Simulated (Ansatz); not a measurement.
# ZrTeSe: the cost of one run

Code: Ansatz 0.2.0. PAW datasets, plane waves. Simulation only: spin-unpolarised, and no claim that this is the phase found in nature.

## 1. The cell

The unstrained cell was relaxed with r2SCAN; in each strained cell the atoms were relaxed again with r2SCAN. Names of k-points are those of the unstrained zone, where strain can split equivalent points. First state: no strain.

In-plane lattice: a = 3.922 Å, b = 3.922 Å, γ = 120.0°; thickness between the outer nuclei 3.30 Å. Around Zr lie 3 Se at 2.69 Å and 3 Te at 2.92 Å; around Se lie 3 Zr at 2.69 Å; around Te lie 3 Zr at 2.92 Å.

As a file:

```
CELL_PARAMETERS angstrom
3.92204 0.00000 0.00000
-1.96102 3.39659 0.00000
0.00000 0.00000 31.08631
ATOMIC_POSITIONS crystal
Zr 0.00000 0.00000 0.29377
Se 0.33333 0.66667 0.34047
Te 0.66667 0.33333 0.23431
```
The sheet repeats along a and b alone.

## 2. No strain: PBE

Input file input.yaml:

```yaml
crystal:
  lattice:
    - [3.9220400166, 0.0, 0.0]
    - [-1.9610200083, 3.396586289, 0.0]
    - [0.0, 0.0, 31.0863133048]
  atoms:
    - { symbol: Zr, position: [0.0, 0.0, 0.2937718916] }
    - { symbol: Se, position: [0.3333333333, 0.6666666667, 0.3404669857] }
    - { symbol: Te, position: [0.6666666667, 0.3333333333, 0.2343105622] }
  periodic: [true, true, false]
kpoints:
  mp_grid: { grid: [12, 12, 1] }
  band_path:
    path:
      - [0.0, 0.0, 0.0]
      - [0.5, 0.0, 0.0]
      - [0.3333333333, 0.3333333333, 0.0]
      - [0.0, 0.5, 0.0]
    npoints: 1
hamiltonian:
  xc: pbe
scf:
  occupations: { method: fermi_dirac, width: 0.02 }
  n_extra_bands: 4
output:
  forces: true
  stress: true
  eigenvalues: true
  write_density: true
  write_potential: true
  elf: true
  volumetric_format: npy
```

On the command line:

```bash
$ ansatz run input.yaml --threads 4 --pin off --max-ram 5529MiB --backend cpu --events-out ev --progress --plain --runs-dir out
```

Q: Estimate wall time and peak memory on 4 threads of Intel Xeon at 2.50GHz (Skylake/Cascade Lake), shared host.

About 19 s, with a peak of 0.8 GiB.
